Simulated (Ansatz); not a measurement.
What does this script print? It uses the Ansatz DFT code, driven from Python.

`bde.py`:
```python
import ansatz as az
from ase import Atoms


def single_point(molecule, charge=0, unpaired=0):
    calc = molecule.calculation().basis(gaussian="def2-TZVP").functional("b3lyp")
    if charge:
        calc = calc.charge(charge)
    if unpaired:
        calc = calc.spin("collinear", total=unpaired)
    report = calc.run(threads=1, backend="cpu").report
    if report["published_state_doubts"]:
        print("  doubts:", report["published_state_doubts"])
    return report["free_energy_ev"]

def without(molecule, index):
    rest = az.Crystal.molecule()
    for i, site in enumerate(molecule.cartesian_sites):
        if i != index:
            rest = rest.atom(site.symbol, site.position_ang)
    return rest

atoms = Atoms(["O", "Si", "F", "Cl", "Te", "H", "H"], positions=[
    (-1.0607, -1.4558, -0.6229),
    (0.1084, -0.4404, 0.0763),
    (1.5811, -1.171, -0.1552),
    (-0.1924, -0.2126, 2.1221),
    (0.127, 1.796, -1.018),
    (-1.9474, -0.8862, -0.497),
    (1.4452, 2.3021, 0.049),
])
molecule = az.Crystal.molecule_from_ase(atoms)

whole = single_point(molecule, 0)
hydrogen = single_point(az.Crystal.molecule().atom("H", (0, 0, 0)), 0, 1)
print(f"E(molecule) = {whole:.5f} eV, E(H) = {hydrogen:.5f} eV")
for index in [5, 6]:
    radical = single_point(without(molecule, index), 0, 1)
    print(f"H{index}: homolysis {96.485332 * (radical + hydrogen - whole):.1f} kJ/mol")
```

Output of `python bde.py`:
```text
E(molecule) = -32500.97464 eV, E(H) = -13.66431 eV
H5: homolysis 479.5 kJ/mol
H6: homolysis 287.9 kJ/mol
```

What to keep in mind:
- Total energies depend on the basis set; only differences at equal settings carry meaning.
- The geometry is a force-field or estimated start, not a minimum of this method, and the basis set is short of its limit. All parts are taken at fixed geometry, without zero-point energy.
- def2 sets replace the cores of elements past krypton by effective core potentials.
- b3lyp holds the VWN-RPA fit, as in Gaussian; the form of ORCA and Turbomole is b3lyp5.
- The spin-orbit lowering of heavy atoms is left out.
- Hardware and time: 2.5 min on 1 thread of Arm Neoverse V1 (shared host), peak memory 1.1 GiB.
